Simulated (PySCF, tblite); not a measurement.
**BH6O6Si3−, a fragment of a glass network (fused 3-rings): NMR shifts, core binding energies and electronic excitations**

Aim: the NMR shifts, core binding energies and electronic excitations of `O[B-]12O[SiH2]O[SiH](O[SiH2]O1)O2`. It is drawn as: Si B4 Si Si, H ends, O bridges.

Computed with tblite 0.8.0 and PySCF 2.14.0; each step states its level. No surroundings beyond the atoms listed, unless a continuum is named. Atoms count from 0, parts from 1.

## 1. Starting point

16 atoms, charge -1, multiplicity 1; geometry: distance geometry start.

## 2. Geometry optimisation with GFN2-xTB

Job settings and geometry (Å):

```
{"job": {"kind": "relax", "xc": "GFN2-xTB", "basis": "xTB"}, "charge": -1, "multiplicity": 1}
O     -0.672675     2.361451     0.437297
B     -0.062105     1.072519     0.008695
O      1.377037     1.237904    -0.213247
Si     2.334429    -0.048156     0.426804
O      1.641805    -1.522683    -0.078021
Si    -0.000113    -1.553444     0.468968
O     -0.334659     0.058012     1.050463
O     -1.109872    -1.901649    -0.801211
Si    -1.941350    -0.423047    -1.109108
O     -0.671417     0.756100    -1.282099
H     -0.744590     2.923844    -0.392193
H      3.750523     0.053671     0.087170
H      2.131142     0.035107     1.907445
H     -0.207707    -2.543167     1.529876
H     -2.586008    -0.092158     0.153551
H     -2.831576    -0.500911    -2.252067
```

Method: GFN2-xTB geometry optimisation, gas phase.

Command:

```sh
> OMP_NUM_THREADS=1 python cluster_run.py task.json out
```

The driver reads the jobs from task.json and runs them one after another.

**Question.** The jobs that follow are: PBE0-D3(BJ)/def2-SVP geometry optimisation, gas phase; GIAO PBE0/aug-pcSseg-1 NMR shielding, non-relativistic, gas phase; delta-SCF UKS SCAN, aug-pcX-2 on the ionised atom, aug-pcseg-1 elsewhere, spin-free X2C; TDDFT CAM-B3LYP/def2-SVPD, vertical, gas phase, core orbitals frozen in the response. Predict: point group; rotational constants (main isotopes); shieldings of H, O (PBE0/aug-pcSseg-1, a mean where the table joins atoms); O1s binding energies, SCAN/aug-pcX-2 (standing for 5 of 6 atoms); B1s binding energies, SCAN/aug-pcX-2; Si2p binding energies, SCAN/aug-pcX-2 (standing for 2 of 3 atoms); lowest singlet (CAM-B3LYP/def2-SVPD); brightest single state of those computed; lowest triplet; vertical ionisation energy (ΔSCF).

The runs gave:

```
                                                                  quantity                                                                                        value
                                                               point group                                                                                           Cs
                                      rotational constants (main isotopes)                                                                         1.20, 0.98, 0.71 GHz
shieldings of H, O (PBE0/aug-pcSseg-1, a mean where the table joins atoms)  H12 25.8, H11 26.1, H13 26.6, H10 31.9, O6 188.2, O2 205.9, O4 213.8, O0 253.5 ppm and more
          O1s binding energies, SCAN/aug-pcX-2 (standing for 5 of 6 atoms)                                                           O7 533.75, O0 533.42, O9 532.73 eV
                                      B1s binding energies, SCAN/aug-pcX-2                                                                                 B1 193.42 eV
         Si2p binding energies, SCAN/aug-pcX-2 (standing for 2 of 3 atoms)                                                                                Si8 103.82 eV
                                      lowest singlet (CAM-B3LYP/def2-SVPD)                                                                  6.43 eV (193 nm), f = 0.012
                                  brightest single state of those computed                                                                  state 5, 7.19 eV, f = 0.045
                                                            lowest triplet                                                                                      6.26 eV
                                         vertical ionisation energy (ΔSCF)                                                                                      5.62 eV
```

**Reading.** The start of the PBE0/def2-SVP relaxation was shaken at random by about 0.01 Å, so part of the energy gained, and of the first lengths quoted, undoes that. Relaxing lowered the energy by 0.554 eV in 9 steps; the close pair that moved most is Si3–H12, from 1.416 to 1.502 Å (PBE0/def2-SVP). At PBE0/aug-pcSseg-1: The largest span, 109 ppm, is at O2, O9, where the paramagnetic term is -205 ppm. At SCAN/aug-pcX-2: O7 (oxygen bonded to 2 Si) binds its O1s electron 1.01 eV more tightly than O9 (oxygen bonded to B, Si). Only 5 of the 6 O atoms are covered by sound results. The lowest singlet, at 6.43 eV, is HOMO→LUMO 0.58, HOMO→LUMO+1 0.15 and is weak; of the 6 states computed, the strongest absorption comes from state 5 at 7.19 eV. The lowest triplet lies 0.18 eV below the lowest singlet (triplets in Tamm-Dancoff, singlets in full TDDFT). In the gas-phase run even the lowest singlet lies above the computed detachment energy of this anion, so its states are not to be taken as bound. At CAM-B3LYP/def2-SVPD, all states lie near or above the ionisation energy, where they hang on the basis. The orbital energy would give 4.97 eV for ionisation, ΔSCF gives 5.62 eV. A capped cluster stands for the solid here, so long-range fields and strain are missing, and bands or shifts of the capping hydrogens have no counterpart in it.
